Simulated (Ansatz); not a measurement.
# BBrF2H2: the cost of one run

Method: RHF/def2-SVP, in Ansatz 0.2.0.

## Step 1: Starting point

Bond lengths: B1–F2 1.670 Å, B1–F3 1.320 Å, B1–H4 1.190 Å, B1–Br5 2.340 Å, Br5–H6 1.506 Å. Angles: F2–B1–F3 120.0°, F2–B1–H4 120.0°, F2–B1–Br5 71.6°, F3–B1–H4 120.0°, F3–B1–Br5 96.8°, H4–B1–Br5 101.3°, B1–Br5–H6 58.3°.

Structure file:

```xyz
6

B     0.0000    0.0000    0.0000
F     0.0000    0.0000    1.6700
F     1.1431    0.0000   -0.6600
H    -1.0305    0.0000   -0.5950
Br    0.1049    2.2181    0.7379
H     0.0503    1.0645    1.7044
```

## Step 2: A restrained relaxation towards end A

Springs on the bonds that form and break draw the guess towards this end; the thresholds are loose.

The input, input.yaml:

```yaml
crystal:
  periodic: [false, false, false]
  atoms:
    - { symbol: B, position_ang: [0.0, 0.0, 0.0] }
    - { symbol: F, position_ang: [0.0, 0.0, 1.67] }
    - { symbol: F, position_ang: [1.1431, 0.0, -0.66] }
    - { symbol: H, position_ang: [-1.0305, 0.0, -0.595] }
    - { symbol: Br, position_ang: [0.1049, 2.2181, 0.7379] }
    - { symbol: H, position_ang: [0.0503, 1.0645, 1.7044] }
basis:
  gaussian: { orbitals: def2-SVP }
hamiltonian:
  xc: hf
relax:
  f_tol: 0.15
  max_steps: 25
  restrain:
    - { distance: [0, 4], at: 3.24, k: 30.0 }
    - { distance: [5, 1], at: 2.12, k: 30.0 }
    - { distance: [0, 1], at: 1.32, k: 30.0 }
    - { distance: [5, 4], at: 1.55, k: 30.0 }
```

The run is started by

```console
$ ansatz run input.yaml --threads 1 --pin off --max-ram 2048MiB --backend cpu --events-out ev --progress --plain --runs-dir out
```

What time and memory should one allow on 1 thread of Arm Neoverse V1, shared host?

About 18 s, with a peak of 0.16 GiB.
